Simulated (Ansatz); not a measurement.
The system is NaLaMnMoO6.

```
Na La Mn Mo O
1.0
    -2.72294    2.72294    3.89889
     2.72294   -2.72294    3.89889
     2.72294    2.72294   -3.89889
Na La Mn Mo O
1 1 1 1 6
Direct
  0.25000 0.75000 0.50000
  0.75000 0.25000 0.50000
  0.50000 0.50000 0.00000
  0.00000 0.00000 0.00000
  0.20766 0.29607 0.50371
  0.29605 0.79234 0.08841
  0.79236 0.70395 0.49629
  0.70393 0.20764 0.91159
  0.25194 0.25194 0.00000
  0.74806 0.74806 0.00000
```

The cell was built by a generator and needn't be a form met in nature.

Base run:

```yaml
Program: Ansatz 0.2.0
Functional: BLYP
Potentials_or_basis: all-electron LAPW, scalar-relativistic
Cutoff: 403 eV
Density_cutoff: 1613 eV
Basis_error_allowed: 0.002 eV/atom
k_mesh: 5 × 5 × 5
Occupations: fermi-dirac, width 0.05 eV
Spin: collinear spin, ferromagnetic start
Starting_moments: "[0.0, 0.0, 4.0, 1.0, 0.0, 0.0, 0.0, 0.0, 0.0, 0.0] μB"
```

Its results: pressure 5.7 GPa; net moment 1.63 μB per cell; site moments Na +0.00; La -0.01; Mn +2.11; Mo -0.50; O +0.02, +0.01 μB; largest force 0.187 eV/Å.

Problem. The run is repeated on the same cell with these changes: functional from BLYP to LDA. What comes out?

Solution. Pressure -12.2 GPa; net moment 1.99 μB per cell; site moments Na +0.00; La -0.01; Mn +2.25; Mo -0.35; O +0.02, +0.01 μB; largest force 0.150 eV/Å.

LDA binds more tightly than BLYP, so the same cell stands under less pressure.

Caveats: the k mesh is thin for a metal, which can move the energy by tens of meV per atom; a cell with one magnetic atom can't hold antiferromagnetic order, which such compounds often take.

Not every run made on this cell is shown here.
